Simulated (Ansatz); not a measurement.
# CdF2: a rigid scan of the bond length F1–Cd2

One table from this session's results is given with a row withheld; the runs are named, their logs left out.

Program: Ansatz 0.2.0, Gaussian basis. Level of theory: single points in def2-TZVPP. These are calculated values, not measurements.

Levels: PBE-D4, r2SCAN-D4, PBE0-D4, B3LYP-D4, wB97M-V, Hartree-Fock, MP2, CCSD, CCSD(T). The scan takes 1.691, 1.758, 1.856, 1.970, 2.097, 2.233, 2.378, 2.531, 2.690 Å.

Cores are frozen in the correlated methods. Filled d shells of the heavier atoms are correlated. Core potentials replace the inner electrons past krypton, and spin-orbit coupling is left out. B3LYP uses VWN-RPA correlation.

9 further runs of the same task are left out: 9 set aside as unsound or not needed.

### The system as given

3 atoms, charge 0, spin multiplicity 1.

Atoms are counted from 1 here; the program's logs count them from 0.

Bond lengths: F1–Cd2 1.990 Å, Cd2–F3 2.224 Å. Angles: F1–Cd2–F3 127.1°.

As a file:

```mol
CdF2
  3D, bonds by distance, orders not assigned

  3  2  0  0  0  0  0  0  0  0999 V2000
    1.5308    0.5618    0.8902 F   0  0
   -0.2201    0.5679   -0.0559 Cd  0  0
   -1.3216   -1.1944   -0.8475 F   0  0
  1  2  8  0
  2  3  8  0
M  END
```

The first run:

pre/in.yaml reads:

```yaml
crystal:
  periodic: [false, false, false]
  atoms:
    - {symbol: F, position_ang: [1.530800, 0.561800, 0.890200]}
    - {symbol: Cd, position_ang: [-0.220100, 0.567900, -0.055900]}
    - {symbol: F, position_ang: [-1.321600, -1.194400, -0.847500]}
basis:
  gaussian: {orbitals: def2-SVP}
hamiltonian: {xc: pbe, dispersion: d4}
relax: {f_tol: 0.03, max_steps: 250}
```

The command line of these runs was not kept.

Among the steps run: A first relaxation in a small basis; Finding the minimum; The minimum at every level; F1–Cd2 = 1.691 Å; F1–Cd2 = 1.758 Å; F1–Cd2 = 1.856 Å; F1–Cd2 = 1.970 Å; F1–Cd2 = 2.097 Å; F1–Cd2 = 2.233 Å; F1–Cd2 = 2.378 Å; F1–Cd2 = 2.531 Å; F1–Cd2 = 2.690 Å.

One of the session's tables, all rows but one given; the rest of the session is left out.

Energies less that of the minimum at the same level (eV):

| bond length (Å) | PBE-D4 | PBE0-D4 | B3LYP-D4 | wB97M-V | Hartree-Fock |
| --- | --- | --- | --- | --- | --- |
| 1.691 | 0.898 | 0.831 | 0.901 | 0.879 | 0.961 |
| 1.758 | 0.409 | 0.359 | 0.406 | 0.389 | 0.434 |
| 1.856 | 0.064 | 0.043 | 0.060 | 0.052 | 0.064 |
| 1.921 (minimum) | 0.000 | 0.000 | 0.000 | 0.000 | 0.000 |
| 1.970 | ? | ? | ? | ? | ? |
| 2.097 | 0.205 | 0.263 | 0.226 | 0.251 | 0.242 |
| 2.233 | 0.553 | 0.657 | 0.597 | 0.648 | 0.644 |
| 2.378 | 0.986 | 1.139 | 1.058 | 1.141 | 1.147 |
| 2.531 | 1.450 | 1.654 | 1.552 | 1.677 | 1.697 |
| 2.690 | 1.899 | 2.157 | 2.032 | 2.215 | 2.251 |

Estimate the missing values for bond length (Å) = 1.970.

**Answer.** PBE-D4: 0.013; PBE0-D4: 0.029; B3LYP-D4: 0.017; wB97M-V: 0.023; Hartree-Fock: 0.018.

Caveats from the session: A polynomial through the near points puts the CCSD(T) minimum 0.007 Å below the PBE0-D4 value.
